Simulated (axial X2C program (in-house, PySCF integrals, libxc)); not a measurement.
# HCuH: bond lengths and stretches, held linear

One table from this session's results is given with a row withheld; the runs are named, their logs left out.

Computed with an in-house X2C program for linear molecules on PySCF integrals. Level: all-electron X2C, two-component (2c) or spin-free, H dyall-v3z, Cu dyall-v3z.

All values are calculated.

2 further runs of the same task are left out: 2 set aside as unsound or not needed.

Set-up of the first run:

The input, task.json:

```json
{
 "zs": [
  1,
  29,
  1
 ],
 "q": 0,
 "bas": [
  "dyall-v3z",
  "dyall-v3z",
  "dyall-v3z"
 ],
 "r0": [
  1.44,
  1.44
 ],
 "symm": 1,
 "scan": [
  "PBE0",
  "HF",
  "BHandHLYP"
 ],
 "levels": [
  "PBE0",
  "HF",
  "BHandHLYP"
 ],
 "nst": 2
}
```

Keys: zs atomic numbers; q charge; bas basis sets; r0 starting distance in Å; symm equal bonds; scan levels of the two-bond scan (MP2 follows by itself at each HF point); levels methods; nst determinants followed.

Launch:

```sh
python solin.py task.json out
```

Masses H 1.008, Cu 62.930, H 1.008 u.

Among the steps run: Scan at PBE0, 2c; Scan at HF, 2c; Scan at BHandHLYP, 2c.

One table of the session follows, with a row left open; its other results are not shown here.

```
               level  r(H–Cu) (Å)  r(Cu–H) (Å)  lower stretch (cm⁻¹)  upper stretch (cm⁻¹)
            PBE0, 2c        1.521        1.521                1766.8                1904.9
              HF, 2c        1.582        1.582                1858.4                1901.1
       BHandHLYP, 2c        1.534        1.534                1839.5                1937.4
             MP2, 2c            ?            ?                     ?                     ?
     PBE0, spin-free        1.521        1.521                1767.6                1906.0
       HF, spin-free        1.580        1.580                1858.7                1905.6
BHandHLYP, spin-free        1.534        1.534                1839.7                1938.7
```

Estimate the missing values for MP2, 2c.

**Answer.** r(H–Cu) (Å): 1.505; r(Cu–H) (Å): 1.505; lower stretch (cm⁻¹): 1909.3; upper stretch (cm⁻¹): 1973.5. In the column «r(H–Cu) (Å)» it is the lowest.

Scans not shown above were run alike.

MP2 freezes inner shells (threshold -2 hartree). The molecule was held linear; bending was not examined, so a bent shape may lie lower.
